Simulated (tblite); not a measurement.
# C4H13OPSi: the cost of one run

Programs: tblite 0.8.0 and PySCF 2.14.0, with density-fitted response routines of our own. Each step states its level of theory. These are calculated values for one molecule in the gas phase, unless marked as measured. Atoms are numbered from 0 throughout.

## (1) The molecule as given

20 atoms, charge 0, multiplicity 1; geometry from: force field or distance geometry start.

Bonds of the start (Å): C0–C1 1.51, C1–P2 1.81, P2–C3 1.79, P2–O4 1.50, P2–C5 1.77, C5–Si6 1.84, C0–H7 1.10, C0–H8 1.09, C0–H9 1.09, C1–H10 1.10, C1–H11 1.09, C3–H12 1.09, C3–H13 1.10, C3–H14 1.10, C5–H15 1.09, C5–H16 1.10, Si6–H17 1.49, Si6–H18 1.47, Si6–H19 1.49.

## (2) Geometry optimisation with GFN2-xTB

The job: settings as JSON, then the geometry in Å.

```
{"job": {"kind": "relax", "xc": "GFN2-xTB", "basis": "xTB"}, "charge": 0, "multiplicity": 1}
C     -2.578500    -0.492400    -0.482400
C     -1.687700     0.551600     0.145800
P      0.042100     0.458200    -0.382000
C      0.789100     1.887500     0.384600
O      0.148400     0.478200    -1.874600
C      0.687100    -1.004200     0.382600
Si     2.441600    -1.275700    -0.099700
H     -3.611200    -0.361700    -0.130300
H     -2.253600    -1.505100    -0.229500
H     -2.579300    -0.396500    -1.567100
H     -1.720900     0.442500     1.243800
H     -2.069800     1.541600    -0.083800
H      0.279600     2.799100     0.088100
H      1.848700     1.967700     0.117800
H      0.715800     1.817800     1.484300
H      0.087400    -1.868200     0.105800
H      0.603900    -0.904900     1.475500
H      2.977700    -2.434300     0.675200
H      2.602800    -1.593600    -1.528300
H      3.271500    -0.097000     0.271200
```

Command:

```
OMP_NUM_THREADS=1 python probes_run.py task.json out
```

The driver reads the jobs from task.json and runs them one after another.

**Question.** How long does this first job take on 1 thread of Arm Neoverse V1, shared host?

About 1.1 s.
